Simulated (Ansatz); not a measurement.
Consider an atomisation energy of AlBH4SeSi, SMILES [AlH2][B]1[SiH2][Se]1 (Ansatz's Python interface).

`tae.py`:
```python
"""Atomisation energy of AlBH4SeSi at the given geometry."""

from collections import Counter

import ansatz as az


def energy_of(molecule, charge=0, unpaired=0):
    calc = (
        molecule.calculation()
        .basis(gaussian="def2-TZVP")
        .functional("pbe")
    )
    if charge:
        calc = calc.charge(charge)
    if unpaired:
        calc = calc.spin("collinear", total=unpaired)
    return calc.run(threads=1).report["free_energy_ev"]

geometry_ang = [
    ("Al", (-0.8772, 1.7487, -0.4124)),
    ("B", (-0.0699, -0.0859, -0.4094)),
    ("Si", (0.8023, -1.5418, 0.5958)),
    ("Se", (0.5661, -1.8252, -1.4567)),
    ("H", (-1.5103, 2.3836, -1.8018)),
    ("H", (-1.0031, 2.6616, 0.9228)),
    ("H", (2.2364, -1.1819, 0.9925)),
    ("H", (-0.0522, -2.2161, 1.5134)),
]
system = az.Crystal.molecule()
for symbol, xyz in geometry_ang:
    system = system.atom(symbol, xyz)

# unpaired electrons of the ground-state atoms
unpaired = {"Al": 1, "B": 1, "Si": 2, "Se": 2, "H": 1}
counts = Counter(site.symbol for site in system.cartesian_sites)
atom_energy = {s: energy_of(az.Crystal.molecule().atom(s, (0, 0, 0)), 0, unpaired[s]) for s in counts}
whole = energy_of(system, 0, 0)
for s, e in atom_energy.items():
    print(f"{s:2s} x{counts[s]}  {e:14.5f} eV")
print(f"AlBH4SeSi: {whole:.5f} eV")
split = sum(counts[s] * e for s, e in atom_energy.items()) - whole
print(f"atomisation energy (no zero-point term): {96.485332 * split:.1f} kJ/mol, {split / sum(counts.values()):.3f} eV an atom")
```

What does it cost to take this molecule apart into atoms?

2151.7 kJ/mol from the electronic energies, without the zero-point term.

The output:

Running `python tae.py` prints:
```text
Al x1     -6591.34854 eV
B  x1      -669.67447 eV
Si x1     -7870.15470 eV
Se x1    -65337.93669 eV
H  x4       -13.59523 eV
AlBH4SeSi: -80545.79642 eV
atomisation energy (no zero-point term): 2151.7 kJ/mol, 2.788 eV an atom
```

These settings explore the input space; basis and method may be short of convergence. The geometry is a force-field or estimated start, not a minimum of this method, and the basis set is short of its limit. All parts are taken at fixed geometry, without zero-point energy. This functional overbinds, so such energies come out a few per cent too high (LDA far more). The spin-orbit lowering of heavy atoms is left out. Run time: 8.7 s on 1 thread of Intel(R) Xeon(R) Platinum 8488C (Sapphire Rapids), on a shared host, peak memory 0.29 GiB.

(Lines on the test bed's own set-up are left out of the output.)
